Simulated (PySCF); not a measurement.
# DyH: bond curves at several levels of theory

What are the lowest state that PBE0 finds, the bond length, vibrational wavenumber and bond energy of DyH, and how much do these hang on the method?

Computed with PySCF 2.14.0. Level: Dy x2c-TZVPall, H x2c-TZVPall, spin-free X2C with a Gaussian nucleus.

### Step 1. The job

Settings of the job:

* atoms: Dy, H
* charge: 0
* basis: Dy x2c-TZVPall, H x2c-TZVPall
* Hamiltonian: spin-free X2C with a Gaussian nucleus
* basis functions: 110
* electrons treated: 67
* masses in u: 163.9292, 1.0078
* levels: PBE0, PBE, r²SCAN, M06-L, TPSS, ωB97X, HF, MP2, SCS-MP2
* grid: 80 radial by 434 angular points
* occupations: held fixed by the projection of orbital angular momentum
* dissociation limit: Dy + H, each in its ground configuration
* starting distance in angstrom: 1.820
* values of 2S to try: 3, 5, 7

On the command line:

```sh
$ OMP_NUM_THREADS=4 python dia.py task.json out
```

The runs that follow: First curve: PBE0; Other states along the same grid; PBE; r²SCAN (meta-GGA); M06-L (meta-GGA); TPSS; ωB97X (range-separated hybrid); ROHF.

**Question.** What will these runs give? Wanted: for each run, Re; ωe; De; μ.

**Answer**, as computed:

Lowest PBE0 solution found, without spin–orbit coupling: sextet, unpaired electrons σ ↑, π ↑↑, δ ↑, φ ↑, about 9.6 electrons in the 4f shell (Mulliken). State 2 has its PBE0 minimum 0.25 eV higher, as a spin-mixed determinant (⟨S²⟩ = 4.77), so this is no gap between pure states. State 3 has its PBE0 minimum 0.45 eV higher. The other levels ran on the lowest alone.

| level | Re (Å) | ωe (cm⁻¹) | De (eV) | μ (D) |
| --- | --- | --- | --- | --- |
| r²SCAN | 1.993 | 1332 | 2.33 | -2.20 |
| M06-L | 1.999 | 1330 | 2.19 | -2.08 |
| PBE0 | 1.991 | 1278 | 1.93 | -2.36 |
| ωB97X | 1.998 | 1335 | 1.90 | -2.50 |

De is counted to Dy + H in their ground configurations. A positive dipole means Dy(−)H(+). No constants: ROHF (the points don't follow one smooth fit); ROHF-MP2 (the points don't follow one smooth fit); ROHF-SCS-MP2 (the points don't follow one smooth fit); PBE (the points don't follow one smooth fit); TPSS (the points don't follow one smooth fit).

**Reading.** Bond lengths run from 1.991 Å (PBE0) to 1.999 Å (M06-L). Of the levels with a De here, ωB97X gives the least (1.90 eV) and r²SCAN the most (2.33 eV).

Correlated steps freeze 18 core orbitals. Spin–orbit coupling is left out, which matters for elements this heavy, above all for dissociation energies. With d or f electrons several states lie close, and the lowest PBE0 determinant need not be the measured ground state. With spin–orbit coupling the term label itself may not hold.
